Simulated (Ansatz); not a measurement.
**ZrH2S2Cl2: small, medium and large basis sets**

Aim: see how fast density functionals converge with the basis set for ZrH2S2Cl2.

Method: one geometry, several basis sets; program: Ansatz 0.2.0, Gaussian basis.

Plan: PBE0-D4/def2-SVP; ωB97M-V/def2-SVP; PBE0-D4/def2-QZVPP; ωB97M-V/def2-QZVPP; the functionals' def2-TZVPP values are taken from earlier runs.

### 1 Structure used throughout

The geometry comes from an earlier relaxation with PBE0-D4 in a triple-zeta def2 set; it is a stationary point, not always the lowest conformer. Zr takes the def2 core potential; no spin-orbit term is included.

7 atoms, charge 0, spin multiplicity 1.

Atoms are counted from 1 here; the program's logs count them from 0.

Bond lengths: S1–Zr2 2.409 Å, S1–H6 1.350 Å, Zr2–S3 2.415 Å, Zr2–Cl4 2.326 Å, Zr2–Cl5 2.330 Å, S3–H7 1.350 Å. Angles: Zr2–S1–H6 89.0°, S1–Zr2–S3 104.2°, S1–Zr2–Cl4 109.7°, S1–Zr2–Cl5 111.2°, S3–Zr2–Cl4 110.3°, S3–Zr2–Cl5 108.8°, Cl4–Zr2–Cl5 112.3°, Zr2–S3–H7 90.7°.

Coordinates:

```xyz
7
Cl2H2S2Zr
S    -1.70241   -0.20728    1.60697
Zr   -0.24777   -0.15305   -0.31265
S     1.96271   -0.46635    0.60943
Cl   -0.77748   -1.90338   -1.74943
Cl   -0.33003    1.91937   -1.37438
H    -1.42027    1.09455    1.82886
H     2.51525   -0.28385   -0.60878
```

### 2 PBE0-D4 in def2-SVP

File in.yaml:

```yaml
crystal:
  periodic: [false, false, false]
  atoms:
    - {symbol: S, position_ang: [-1.702414, -0.207282, 1.606972]}
    - {symbol: Zr, position_ang: [-0.247768, -0.153055, -0.312648]}
    - {symbol: S, position_ang: [1.962714, -0.466353, 0.609427]}
    - {symbol: Cl, position_ang: [-0.777481, -1.903379, -1.749428]}
    - {symbol: Cl, position_ang: [-0.330026, 1.919369, -1.374382]}
    - {symbol: H, position_ang: [-1.420274, 1.094550, 1.828857]}
    - {symbol: H, position_ang: [2.515249, -0.283850, -0.608778]}
basis:
  gaussian: {orbitals: def2-SVP}
hamiltonian: {xc: pbe0, dispersion: d4}
output: {orbitals: {seedname: orbitals}}
```

Command:

```console
$ ansatz run in.yaml --threads 4 --pin off --events-out ev --progress --plain --max-ram 10444MiB
```

After this run come: ωB97M-V in def2-SVP; PBE0-D4 in def2-QZVPP; ωB97M-V in def2-QZVPP.

**Question.** What will the summary of the whole plan be? Wanted: PBE0-D4: double and triple zeta above quadruple; ωB97M-V: double and triple zeta above quadruple.

As calculated:

| quantity | value |
| --- | --- |
| PBE0-D4: double and triple zeta above quadruple | 17.84, 1.46 eV |
| ωB97M-V: double and triple zeta above quadruple | 17.60, 1.39 eV |

What this shows: For PBE0-D4 the step from double to triple zeta gains 16.38 eV and the next only 1.46 eV. These are total energies; as a rule much of such shifts cancels in differences, which this series doesn't test.
